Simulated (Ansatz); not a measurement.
**GeSe: small, medium and large basis sets**

The task here is to estimate one member of a computed series from the others.

The runs use Ansatz 0.2.0, Gaussian basis; one geometry, several basis sets.

The runs, in order: PBE0-D4/def2-SVP; ωB97M-V/def2-SVP; PBE0-D4/def2-QZVPP; ωB97M-V/def2-QZVPP; the functionals' def2-TZVPP values are taken from earlier runs.

### The relaxed structure

The geometry comes from an earlier relaxation with PBE0-D4 in a triple-zeta def2 set; it is a stationary point.

SMILES `[Ge-]#[Se+]`, 2 atoms, charge 0, spin multiplicity 1.

Atoms are counted from 1 here; the program's logs count them from 0.

Bond lengths: Ge1–Se2 2.140 Å.

The first run:

Input file in.yaml:

```yaml
crystal:
  periodic: [false, false, false]
  atoms:
    - {symbol: Ge, position_ang: [0.000000, -0.000000, -0.002836]}
    - {symbol: Se, position_ang: [-0.000000, 0.000000, 2.137465]}
basis:
  gaussian: {orbitals: def2-SVP}
hamiltonian: {xc: pbe0, dispersion: d4}
output: {orbitals: {seedname: orbitals}}
```

On the command line:

```console
$ ansatz run in.yaml --threads 4 --pin off --events-out ev --progress --plain --max-ram 10444MiB
```

Among the steps run: PBE0-D4 in def2-SVP; ωB97M-V in def2-SVP; PBE0-D4 in def2-QZVPP; ωB97M-V in def2-QZVPP.

One table of the session follows, with a row left open; its other results are not shown here.

It belongs to the step «Functionals by basis». 

```
functional       basis  HOMO (eV)  LUMO (eV)
   PBE0-D4    def2-SVP      -7.56      -2.40
   PBE0-D4  def2-TZVPP      -7.59      -2.45
   PBE0-D4  def2-QZVPP      -7.61      -2.50
   ωB97M-V    def2-SVP      -9.51      -0.45
   ωB97M-V  def2-TZVPP          ?          ?
   ωB97M-V  def2-QZVPP      -9.58      -0.65
```

**Question.** Estimate the row for ωB97M-V, def2-TZVPP.

**Answer.** HOMO (eV): -9.56; LUMO (eV): -0.54. In the column «HOMO (eV)» it lies between ωB97M-V, def2-QZVPP (-9.58) and ωB97M-V, def2-SVP (-9.51).
